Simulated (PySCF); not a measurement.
# Br6Mo ([MoBr6]2-): the cost of one run

Programs: PySCF 2.14.0, with routines of our own; each step states its level. All values are computed. Atoms count from 0.

### 1 The starting structure

7 atoms, charge -2, states of the metal's open shell are computed; geometry from: model geometry, bond lengths from ionic radii.

### 2 Ligand-field states: state-averaged CASSCF in water

The job: settings as JSON, then the geometry in Å.

```
{"job": {"kind": "lf", "basis": {"metal": "x2c-TZVPall", "ligand": "x2c-SVPall"}, "nevpt": true, "solvent": "water"}, "charge": -2, "metal": "Mo", "open_shell": "d2"}
Mo     0.000000     0.000000     0.000000
Br     1.774838    -1.024703     1.449150
Br     0.000000     2.049406     1.449150
Br    -1.774838    -1.024703     1.449150
Br     1.774838     1.024703    -1.449150
Br    -1.774838     1.024703    -1.449150
Br    -0.000000    -2.049406    -1.449150
```

With the program's defaults for keys left out, this is: state-averaged CASSCF of the metal d shell, SC-NEVPT2 on the averaged canonical orbitals, state-interaction spin-orbit coupling.

On the command line:

```
$ OMP_NUM_THREADS=1 python lf_run.py task.json out
```

This one command runs all jobs of the session in turn.

**Question.** How long does this first job take on 1 thread of Arm Neoverse V2, shared host, and how much memory does it need?

About 2.3 min, with a peak of 0.96 GiB.
